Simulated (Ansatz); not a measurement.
# SiGeNH7: how energies converge with the basis set

Aim: see how fast density functionals converge with the basis set for SiGeNH7.

Computed with Ansatz 0.2.0, Gaussian basis. Level: one geometry, several basis sets.

The runs, in order: PBE0-D4/def2-SVP; ωB97M-V/def2-SVP; PBE0-D4/def2-QZVPP; ωB97M-V/def2-QZVPP; the functionals' def2-TZVPP values are taken from earlier runs.

## (1) Structure used throughout

An earlier PBE0-D4/def2-TZVP relaxation fixed the geometry.

SMILES `[SiH3][NH][GeH3]`, 10 atoms, charge 0, spin multiplicity 1.

Atoms are counted from 1 here; the program's logs count them from 0.

Bond lengths: Si1–N2 1.718 Å, Si1–H4 1.486 Å, Si1–H5 1.489 Å, Si1–H6 1.492 Å, N2–Ge3 1.839 Å, N2–H7 1.009 Å, Ge3–H8 1.534 Å, Ge3–H9 1.543 Å, Ge3–H10 1.538 Å. Angles: N2–Si1–H4 107.3°, N2–Si1–H5 110.3°, N2–Si1–H6 114.2°, H4–Si1–H5 110.0°, H4–Si1–H6 107.9°, H5–Si1–H6 107.0°, Si1–N2–Ge3 127.5°, Si1–N2–H7 117.0°, Ge3–N2–H7 114.2°, N2–Ge3–H8 106.7°, N2–Ge3–H9 111.7°, N2–Ge3–H10 108.4°, H8–Ge3–H9 109.9°, H8–Ge3–H10 111.3°, H9–Ge3–H10 108.9°.

Coordinates:

```mol
GeH7NSi
  3D, bonds by distance, orders not assigned

 10  9  0  0  0  0  0  0  0  0999 V2000
   -1.1468    0.5222   -0.9456 Si  0  0
    0.4614    0.3191   -0.3757 N   0  0
    1.0201   -0.6758    1.0662 Ge  0  0
   -1.9237   -0.6685   -0.5129 H   0  0
   -1.1602    0.6272   -2.4305 H   0  0
   -1.8355    1.7358   -0.4161 H   0  0
    1.1591    0.9529   -0.7365 H   0  0
   -0.0189   -1.7874    1.2624 H   0  0
    1.1199    0.1804    2.3456 H   0  0
    2.4078   -1.2572    0.7459 H   0  0
  1  2  8  0
  2  3  8  0
  1  4  8  0
  1  5  8  0
  1  6  8  0
  2  7  8  0
  3  8  8  0
  3  9  8  0
  3 10  8  0
M  END
```

## (2) PBE0-D4 in def2-SVP

File in.yaml:

```yaml
crystal:
  periodic: [false, false, false]
  atoms:
    - {symbol: Si, position_ang: [-1.146787, 0.522250, -0.945597]}
    - {symbol: N, position_ang: [0.461357, 0.319059, -0.375660]}
    - {symbol: Ge, position_ang: [1.020062, -0.675791, 1.066217]}
    - {symbol: H, position_ang: [-1.923733, -0.668457, -0.512929]}
    - {symbol: H, position_ang: [-1.160247, 0.627163, -2.430535]}
    - {symbol: H, position_ang: [-1.835465, 1.735844, -0.416073]}
    - {symbol: H, position_ang: [1.159104, 0.952931, -0.736542]}
    - {symbol: H, position_ang: [-0.018890, -1.787371, 1.262444]}
    - {symbol: H, position_ang: [1.119882, 0.180441, 2.345620]}
    - {symbol: H, position_ang: [2.407818, -1.257169, 0.745853]}
basis:
  gaussian: {orbitals: def2-SVP}
hamiltonian: {xc: pbe0, dispersion: d4}
output: {orbitals: {seedname: orbitals}}
```

Launch:

```console
> ansatz run in.yaml --threads 2 --pin off --events-out ev --progress --plain --max-ram 32768MiB --backend cpu
```

Further steps of the session: ωB97M-V in def2-SVP; PBE0-D4 in def2-QZVPP; ωB97M-V in def2-QZVPP.

Q: Predict the results of all the runs planned. Wanted: PBE0-D4: double and triple zeta above quadruple; ωB97M-V: double and triple zeta above quadruple.

As calculated:

| quantity | value |
| --- | --- |
| PBE0-D4: double and triple zeta above quadruple | 13.45, 1.61 eV |
| ωB97M-V: double and triple zeta above quadruple | 13.50, 1.55 eV |

**Reading.** PBE0-D4 gains 11.84 eV from double to triple zeta, then 1.61 eV more. These are total energies; as a rule much of such shifts cancels in differences, which this series doesn't test. The LUMO of ωB97M-V is positive and keeps falling with the basis (2.24 to 1.23 eV): an unbound level that the basis holds in place.
